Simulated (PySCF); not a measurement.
# USVWN5/ma-def2-SVP run of GePN2H6 (SMILES [NH][GeH]([NH2])[PH2])

Aim: the vertical ionisation energy of GePN2H6 at USVWN5/ma-def2-SVP, from 2 runs. The job is set up through a Python script.

Program for the calculation: PySCF 2.14.0.

**1. Starting point**

The species is GePN2H6 (10 atoms), meant as a doublet with charge 0. SMILES: `[NH][GeH]([NH2])[PH2]`. Geometry: a GFN2-xTB relaxation, a rough one for these elements and not checked as a minimum. This is one conformer, not always the lowest.

Bond lengths: N1–Ge2 1.729 Å, Ge2–N3 1.826 Å, Ge2–P4 2.407 Å, N1–H5 1.012 Å, Ge2–H6 1.504 Å, N3–H7 1.007 Å, N3–H8 1.009 Å, P4–H9 1.388 Å, P4–H10 1.384 Å. Some angles: N1–Ge2–N3 124.1°, N1–Ge2–P4 103.1°, N3–Ge2–P4 108.4°, N1–Ge2–H6 112.1°, N3–Ge2–H6 105.7°, P4–Ge2–H6 100.9°, Ge2–N1–H5 119.6°, Ge2–N3–H7 117.7°, Ge2–N3–H8 119.0°, Ge2–P4–H9 95.7°.

**2. The energy at USVWN5/ma-def2-SVP**

The input, run.py:

```python
from pyscf import gto, dft

mol = gto.M(
    atom='''
N       -0.981540       1.579930       0.122740
Ge       0.019240       0.250730       0.594230
N        1.817950       0.164190       0.289840
P       -1.025250      -1.630250      -0.484240
H       -0.692600       2.175930      -0.642080
H       -0.166160      -0.112670       2.042160
H        2.283670      -0.708530       0.479950
H        2.188750       0.557000      -0.562180
H       -1.142010      -1.027660      -1.729680
H       -2.302060      -1.248670      -0.110750
''',
    spin=1,
    verbose=4,
    max_memory=1860,
    basis='ma-def2-svp',
)

ks = dft.UKS(mol, xc='svwn')
ks.grids.level = 4
ks.conv_tol = 1e-10
ks.kernel()
if not ks.converged:
    ks = ks.newton().run(ks.mo_coeff, ks.mo_occ)

energy = ks.e_tot
print('E(%s) = %.9f' % ('SVWN5', energy))
```

Run with:

```bash
$ OMP_NUM_THREADS=1 python run.py
```

Standard output:

```text
PySCF version 2.14.0

[... 118 lines left out ...]
converged SCF energy = -2525.61147434876  <S^2> = 0.7539895  2S+1 = 2.0039855
E(SVWN5) = -2525.611474349
```

Wall time 31 s (1 thread of Arm Neoverse V1, shared host); peak memory 0.37 GiB.

**3. The singlet cation, same level**

run.py: that of step 2 with these lines changed.

```diff
@@ -15,16 +15,18 @@
 ''',
-    spin=1,
     verbose=4,
+    charge=1,
     max_memory=1860,
     basis='ma-def2-svp',
+    spin=0,
 )
 
-ks = dft.UKS(mol, xc='svwn')
-ks.grids.level = 4
-ks.conv_tol = 1e-10
-ks.kernel()
-if not ks.converged:
-    ks = ks.newton().run(ks.mo_coeff, ks.mo_occ)
+mf = dft.RKS(mol)
+mf.xc = 'svwn'
+mf.grids.level = 4
+mf.conv_tol = 1e-10
+mf.kernel()
+if not mf.converged:
+    mf = mf.newton().run(mf.mo_coeff, mf.mo_occ)
 
-energy = ks.e_tot
-print('E(%s) = %.9f' % ('SVWN5', energy))
+e_tot = mf.e_tot
+print('Final energy', e_tot)
```

Run with:

```bash
$ OMP_NUM_THREADS=1 python run.py
```

Standard output:

```text
PySCF version 2.14.0

[... 100 lines left out ...]
converged SCF energy = -2525.29401099513
Final energy -2525.2940109951273
```

It took 23 s on 1 thread of Arm Neoverse V1, shared host; peak memory 0.37 GiB.

**4. Results**

Level: USVWN5/ma-def2-SVP.

| quantity | value |
| --- | --- |
| doublet GePN2H6: total energy | -2525.61147 Eh |
| doublet GePN2H6: dipole moment | 2.50 D |
| doublet GePN2H6: HOMO energy (highest over α and β) | -5.82 eV |
| doublet GePN2H6: LUMO energy (lowest over α and β) | -4.94 eV |
| doublet GePN2H6: ⟨S²⟩ | 0.754 |
| singlet cation: total energy | -2525.29401 Eh |
| singlet cation: HOMO energy | -11.98 eV |
| singlet cation: LUMO energy | -11.39 eV |
| singlet cation: HOMO–LUMO gap | 0.59 eV |
| vertical ionisation energy (to the singlet cation) | 8.639 eV |

What this shows: The vertical ionisation energy comes to 8.64 eV (199 kcal/mol). Only the singlet of the ionised species was computed; a triplet could lie lower. Mulliken charges (singlet cation) run from -0.97 on N3 to +0.60 on Ge2.
